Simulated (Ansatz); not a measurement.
**ClFH5PSi2: molecular dynamics**

Purpose: to follow the molecule's vibrations and see whether its bonds hold. The start is relaxed first. Runs: 500 steps of 0.5 fs at constant energy, with velocities drawn for 700 K. SMILES of the start: F[SiH](Cl)P[SiH3].

Method: RKS PBE-D4/STO-3G, in Ansatz 0.2.0.

## (1) The structure to begin with

Bond lengths: F1–Si2 1.543 Å, Si2–Cl3 2.026 Å, Si2–P4 2.213 Å, P4–Si5 2.218 Å, Si2–H6 1.500 Å, P4–H7 1.364 Å, Si5–H8 1.446 Å, Si5–H9 1.505 Å, Si5–H10 1.448 Å. Angles (14 of 15 angles, heavy atoms first): F1–Si2–Cl3 108.3°, F1–Si2–P4 110.6°, Cl3–Si2–P4 108.8°, Si2–P4–Si5 92.2°, F1–Si2–H6 111.4°, Cl3–Si2–H6 107.5°, P4–Si2–H6 110.2°, Si2–P4–H7 99.5°, Si5–P4–H7 100.5°, P4–Si5–H8 112.4°, P4–Si5–H9 105.9°, P4–Si5–H10 107.0°, H8–Si5–H9 109.5°, H8–Si5–H10 111.2°.

As a file:

```xyz
10

F    -1.8798    0.5781    1.2554
Si   -0.3526    0.4489    1.4336
Cl    0.0355    0.1679    3.4025
P     0.4211   -1.2878    0.3006
Si   -0.0241   -0.3259   -1.6477
H     0.3553    1.7013    1.0075
H     1.7599   -1.0433    0.3981
H    -1.4428   -0.1398   -1.8592
H     0.6584    1.0153   -1.6111
H     0.5524   -1.1659   -2.6768
```

## (2) Relaxing the start

input.yaml

```yaml
crystal:
  periodic: [false, false, false]
  atoms:
    - { symbol: F, position_ang: [-1.8798, 0.5781, 1.2554] }
    - { symbol: Si, position_ang: [-0.3526, 0.4489, 1.4336] }
    - { symbol: Cl, position_ang: [0.0355, 0.1679, 3.4025] }
    - { symbol: P, position_ang: [0.4211, -1.2878, 0.3006] }
    - { symbol: Si, position_ang: [-0.0241, -0.3259, -1.6477] }
    - { symbol: H, position_ang: [0.3553, 1.7013, 1.0075] }
    - { symbol: H, position_ang: [1.7599, -1.0433, 0.3981] }
    - { symbol: H, position_ang: [-1.4428, -0.1398, -1.8592] }
    - { symbol: H, position_ang: [0.6584, 1.0153, -1.6111] }
    - { symbol: H, position_ang: [0.5524, -1.1659, -2.6768] }
basis:
  gaussian: { orbitals: STO-3G }
hamiltonian:
  xc: pbe
  dispersion: d4
relax:
  f_tol: 0.02
  max_steps: 40
scf:
  lower_state_search: "off"
```

Run with:

```sh
> ansatz run input.yaml --threads 1 --pin off --max-ram 2048MiB --backend cpu --events-out ev --progress --plain --runs-dir out
```

Further steps of the session: The run.

Before running it: what results should come out? Wanted: relaxation of the start; temperature, first and last step; temperature, second half; potential energy, second half; largest change of the total energy; bonds formed or broken.

**Answer**, as computed:

```
                          quantity                          value
           relaxation of the start        5 moves, 0.626 eV lower
                            length            500 steps of 0.5 fs
  temperature, first and last step                  700 and 282 K
          temperature, second half  mean 351 K, from 184 to 515 K
     potential energy, second half    +36 meV/atom from the start
largest change of the total energy                  0.22 meV/atom
            bonds formed or broken                              0
```

**Reading.** The temperature starts at 700 K and averages 351 K in the second half, where it ranges from 184 to 515 K; a mean near half the start is what vibrations about a minimum give, since they share energy equally between motion and strain. The total energy strays from its start by at most 0.22 meV/atom, 0.6 % of the mean kinetic energy, which is good for a step of 0.5 fs. No bond forms or breaks. Averages from a run of 250 fs with 10 atoms are rough. The nuclei move classically, without zero-point motion, which matters most for hydrogen. In so small a basis the energies are only a sketch.
